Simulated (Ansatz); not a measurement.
# CH8BGaSSn: one species, many methods

An exercise on one series of results from a longer session: the logs are not shown, and one member is left open.

Program: Ansatz 0.2.0, Gaussian basis. Level of theory: functionals in def2-TZVPP, the program's frozen cores in correlated methods. These are calculated values, not measurements.

Plan: LDA (SPW92), PBE-D4, revPBE-D4, BLYP-D4, r2SCAN-D4, B97M-V, PBE0-D4, B3LYP-D4, r2SCANh-D4, r2SCAN0-D4, HSE06-D4, BHLYP-D4, CAM-B3LYP-D4, LC-ωPBE, ωB97X-V, ωB97M-V, B2PLYP, PBE-QIDH; CCSD(T)/def2-SVP; MP2/def2-TZVPP; MP2/def2-QZVPP; RPA on PBE.

## Structure used throughout

All runs share one geometry, relaxed beforehand with PBE0-D4 in a triple-zeta def2 set. Sn takes the def2 core potential; no spin-orbit term is included.

SMILES `C[B]([SnH3])[S][GaH2]`, 13 atoms, charge 0, spin multiplicity 1.

Atoms are counted from 1 here; the program's logs count them from 0.

Bond lengths: C1–B2 1.560 Å, C1–H6 1.096 Å, C1–H7 1.092 Å, C1–H8 1.096 Å, B2–Sn3 2.257 Å, B2–S4 1.757 Å, Sn3–H9 1.710 Å, Sn3–H10 1.809 Å, Sn3–H11 1.710 Å, S4–Ga5 2.316 Å, Ga5–H12 1.564 Å, Ga5–H13 1.564 Å. Angles: B2–C1–H6 110.5°, B2–C1–H7 113.1°, B2–C1–H8 110.6°, H6–C1–H7 108.3°, H6–C1–H8 105.7°, H7–C1–H8 108.3°, C1–B2–Sn3 123.0°, C1–B2–S4 123.9°, Sn3–B2–S4 113.1°, B2–Sn3–H9 122.4°, B2–Sn3–H10 98.2°, B2–Sn3–H11 122.4°, H9–Sn3–H10 100.2°, H9–Sn3–H11 107.1°, H10–Sn3–H11 100.2°, B2–S4–Ga5 104.6°, S4–Ga5–H12 112.9°, S4–Ga5–H13 112.8° and more.

The first run:

File in.yaml:

```yaml
crystal:
  periodic: [false, false, false]
  atoms:
    - {symbol: C, position_ang: [-1.954663, 0.427638, 1.425099]}
    - {symbol: B, position_ang: [-0.878023, 0.071197, 0.353441]}
    - {symbol: Sn, position_ang: [1.332407, 0.391860, 0.676515]}
    - {symbol: S, position_ang: [-1.252507, -0.616351, -1.219902]}
    - {symbol: Ga, position_ang: [0.804506, -0.867657, -2.253488]}
    - {symbol: H, position_ang: [-1.900569, 1.491324, 1.685295]}
    - {symbol: H, position_ang: [-2.973286, 0.204814, 1.099460]}
    - {symbol: H, position_ang: [-1.764172, -0.115321, 2.358316]}
    - {symbol: H, position_ang: [2.042201, 1.948089, 0.685478]}
    - {symbol: H, position_ang: [1.917608, -0.217918, -0.922793]}
    - {symbol: H, position_ang: [2.256059, -0.587404, 1.731669]}
    - {symbol: H, position_ang: [1.297137, -2.351539, -2.276059]}
    - {symbol: H, position_ang: [1.073292, 0.221269, -3.343040]}
basis:
  gaussian: {orbitals: def2-TZVPP}
hamiltonian: {xc: lda}
output: {orbitals: {seedname: orbitals}}
```

The run is started by

```
$ ansatz run in.yaml --threads 4 --pin off --events-out ev --progress --plain --max-ram 10444MiB
```

Steps of the session up to this table: LDA; PBE-D4 (GGA); revPBE-D4 (GGA); BLYP-D4 (GGA); r2SCAN-D4 (meta-GGA); B97M-V (meta-GGA); PBE0-D4 (hybrid); B3LYP-D4 (hybrid); r2SCANh-D4 (hybrid); r2SCAN0-D4 (hybrid); HSE06-D4 (hybrid); BHLYP-D4 (hybrid); CAM-B3LYP-D4 (range-separated); LC-ωPBE (range-separated); ωB97X-V (range-separated); ωB97M-V (range-separated); B2PLYP (double hybrid); PBE-QIDH (double hybrid).

One of the session's tables, all rows but one given; the rest of the session is left out.

It belongs to the step «Frontier levels by functional». 

| functional | HOMO (eV) | LUMO (eV) | gap (eV) |
| --- | --- | --- | --- |
| LDA (SPW92) | -6.27 | -2.52 | 3.75 |
| PBE-D4 | -6.14 | -2.34 | 3.80 |
| revPBE-D4 | ? | ? | ? |
| BLYP-D4 | -6.01 | -2.17 | 3.84 |
| r2SCAN-D4 | -6.36 | -2.15 | 4.21 |
| B97M-V | -6.44 | -2.15 | 4.30 |
| PBE0-D4 | -7.18 | -1.50 | 5.68 |
| B3LYP-D4 | -7.00 | -1.66 | 5.34 |
| r2SCANh-D4 | -6.74 | -1.85 | 4.89 |
| r2SCAN0-D4 | -7.32 | -1.40 | 5.92 |
| HSE06-D4 | -6.79 | -1.88 | 4.91 |
| BHLYP-D4 | -8.12 | -0.60 | 7.53 |
| CAM-B3LYP-D4 | -8.40 | -0.49 | 7.91 |
| LC-ωPBE | -9.63 | 0.56 | 10.20 |
| ωB97X-V | -9.34 | 0.47 | 9.81 |
| ωB97M-V | -9.18 | 0.24 | 9.42 |

Q: Estimate the row for revPBE-D4 from the others.

**Answer.** HOMO (eV): -6.09; LUMO (eV): -2.26; gap (eV): 3.82. In the column «HOMO (eV)» it lies between PBE-D4 (-6.14) and BLYP-D4 (-6.01).
